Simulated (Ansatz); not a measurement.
**CH₃Cl₂OV: how energies converge with the basis set**

Aim: see how fast density functionals converge with the basis set for CH₃Cl₂OV.

The runs use Ansatz 0.2.0, Gaussian basis; one geometry, several basis sets.

The runs, in order: PBE0-D4/def2-SVP; ωB97M-V/def2-SVP; PBE0-D4/def2-QZVPP; ωB97M-V/def2-QZVPP; the functionals' def2-TZVPP values are taken from earlier runs.

### 1 The relaxed structure

An earlier PBE0-D4 in a triple-zeta def2 set relaxation fixed the geometry.

SMILES `[CH3][V](=[O])([Cl])[Cl]`, 8 atoms, charge 0, spin multiplicity 1.

Atoms are counted from 1 here; the program's logs count them from 0.

Bond lengths: C1–V2 1.988 Å, C1–H6 1.092 Å, C1–H7 1.092 Å, C1–H8 1.092 Å, V2–O3 1.545 Å, V2–Cl4 2.141 Å, V2–Cl5 2.141 Å. Angles: V2–C1–H6 107.9°, V2–C1–H7 107.9°, V2–C1–H8 107.1°, H6–C1–H7 110.4°, H6–C1–H8 111.6°, H7–C1–H8 111.6°, C1–V2–O3 102.5°, C1–V2–Cl4 106.8°, C1–V2–Cl5 106.8°, O3–V2–Cl4 111.5°, O3–V2–Cl5 111.5°, Cl4–V2–Cl5 116.6°.

### 2 PBE0-D4 in def2-SVP

in.yaml

```yaml
crystal:
  periodic: [false, false, false]
  atoms:
    - {symbol: C, position_ang: [-0.599121, -0.247789, 0.834305]}
    - {symbol: V, position_ang: [0.582373, 0.128961, -0.719854]}
    - {symbol: O, position_ang: [1.537917, -1.084617, -0.713978]}
    - {symbol: Cl, position_ang: [-0.666807, 0.134736, -2.458193]}
    - {symbol: Cl, position_ang: [1.621977, 1.947442, -0.278520]}
    - {symbol: H, position_ang: [-1.097787, -1.202174, 0.653900]}
    - {symbol: H, position_ang: [0.028383, -0.308031, 1.725804]}
    - {symbol: H, position_ang: [-1.314936, 0.574370, 0.900737]}
basis:
  gaussian: {orbitals: def2-SVP}
hamiltonian: {xc: pbe0, dispersion: d4}
output: {orbitals: {seedname: orbitals}}
```

The runs that follow: ωB97M-V in def2-SVP; PBE0-D4 in def2-QZVPP; ωB97M-V in def2-QZVPP.

Before running them: what should the planned runs give, taken together? Wanted: PBE0-D4: double and triple zeta above quadruple; ωB97M-V: double and triple zeta above quadruple.

The runs gave:

| quantity | value |
| --- | --- |
| PBE0-D4: double and triple zeta above quadruple | 17.30, 1.41 eV |
| ωB97M-V: double and triple zeta above quadruple | 17.26, 1.34 eV |

For PBE0-D4 the step from double to triple zeta gains 15.89 eV and the next only 1.41 eV. These are total energies; as a rule much of such shifts cancels in differences, which this series doesn't test.
